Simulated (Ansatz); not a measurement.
# C₃H₇FSn: a ladder of functionals and wavefunction methods

One table from this session's results is given with a row withheld; the runs are named, their logs left out.

Program: Ansatz 0.2.0, Gaussian basis. Level of theory: functionals in def2-TZVPP, the program's frozen cores in correlated methods. These are calculated values, not measurements.

The runs, in order: PBE-D4, r2SCAN-D4, PBE0-D4, B3LYP-D4, ωB97X-V, ωB97M-V, B2PLYP; CCSD(T)/def2-TZVPP; MP2/def2-QZVPP; extrapolation to the limit.

### The relaxed structure

The geometry comes from an earlier relaxation with PBE0-D4 in a triple-zeta def2 set; it is a stationary point, not always the lowest conformer. Sn takes the def2 core potential; no spin-orbit term is included.

SMILES `[CH3][SnH2]/[CH]=C\F`, 12 atoms, charge 0, spin multiplicity 1.

Atoms are counted from 1 here; the program's logs count them from 0.

Bond lengths: C1–Sn2 2.136 Å, C1–H6 1.090 Å, C1–H7 1.090 Å, C1–H8 1.090 Å, Sn2–C3 2.130 Å, Sn2–H9 1.710 Å, Sn2–H10 1.712 Å, C3–C4 1.317 Å, C3–H11 1.084 Å, C4–F5 1.346 Å, C4–H12 1.086 Å. Angles: Sn2–C1–H6 110.4°, Sn2–C1–H7 109.8°, Sn2–C1–H8 109.2°, H6–C1–H7 109.1°, H6–C1–H8 109.3°, H7–C1–H8 109.1°, C1–Sn2–C3 109.7°, C1–Sn2–H9 110.6°, C1–Sn2–H10 111.0°, C3–Sn2–H9 109.5°, C3–Sn2–H10 106.8°, H9–Sn2–H10 109.1°, Sn2–C3–C4 122.6°, Sn2–C3–H11 121.2°, C4–C3–H11 116.2°, C3–C4–F5 121.9°, C3–C4–H12 127.3°, F5–C4–H12 110.8°.

The first run:

The input, in.yaml:

```yaml
crystal:
  periodic: [false, false, false]
  atoms:
    - {symbol: C, position_ang: [-1.810886, 0.283447, -0.650009]}
    - {symbol: Sn, position_ang: [-0.286465, -1.116202, -0.121297]}
    - {symbol: C, position_ang: [1.262694, -0.121302, 0.950452]}
    - {symbol: C, position_ang: [1.865372, 0.955173, 0.490084]}
    - {symbol: F, position_ang: [1.547254, 1.493339, -0.701735]}
    - {symbol: H, position_ang: [-2.610698, -0.215616, -1.197092]}
    - {symbol: H, position_ang: [-2.223541, 0.736611, 0.251239]}
    - {symbol: H, position_ang: [-1.379228, 1.064049, -1.275792]}
    - {symbol: H, position_ang: [0.368372, -1.851104, -1.519141]}
    - {symbol: H, position_ang: [-0.902447, -2.331850, 0.914434]}
    - {symbol: H, position_ang: [1.592814, -0.476684, 1.920147]}
    - {symbol: H, position_ang: [2.653658, 1.525039, 0.972812]}
basis:
  gaussian: {orbitals: def2-TZVPP}
hamiltonian: {xc: pbe, dispersion: d4}
output: {forces: true, orbitals: {seedname: orbitals}}
```

Command:

```console
ansatz run in.yaml --threads 4 --pin off --events-out ev --progress --plain --max-ram 10444MiB
```

Steps of the session up to this table: PBE-D4 (GGA); r2SCAN-D4 (meta-GGA); PBE0-D4 (hybrid); B3LYP-D4 (hybrid); ωB97X-V (range-separated); ωB97M-V (range-separated); B2PLYP (double hybrid); CCSD(T) in def2-TZVPP; MP2 in def2-QZVPP.

One of the session's tables, all rows but one given; the rest of the session is left out.

```
            method  atoms, summed (eV)  atomisation energy (kJ/mol)
            PBE-D4          -11722.766                       4346.8
         r2SCAN-D4          -11729.646                       4271.4
           PBE0-D4          -11724.250                       4272.0
          B3LYP-D4          -11733.308                       4257.6
           ωB97X-V          -11728.158                       4279.7
           ωB97M-V          -11726.734                       4271.7
            B2PLYP          -11720.910                       4214.2
     HF/def2-TZVPP          -11682.605                       3102.7
    MP2/def2-TZVPP                   ?                            ?
   CCSD/def2-TZVPP          -11702.496                       4112.9
CCSD(T)/def2-TZVPP          -11702.918                       4179.4
           MP2/CBS          -11712.587                       4314.6
       CCSD(T)/CBS          -11714.919                       4279.6
```

Estimate the missing values for MP2/def2-TZVPP.

**Answer.** atoms, summed (eV): -11700.585; atomisation energy (kJ/mol): 4214.4. In the column «atoms, summed (eV)» it lies between CCSD/def2-TZVPP (-11702.496) and HF/def2-TZVPP (-11682.605).
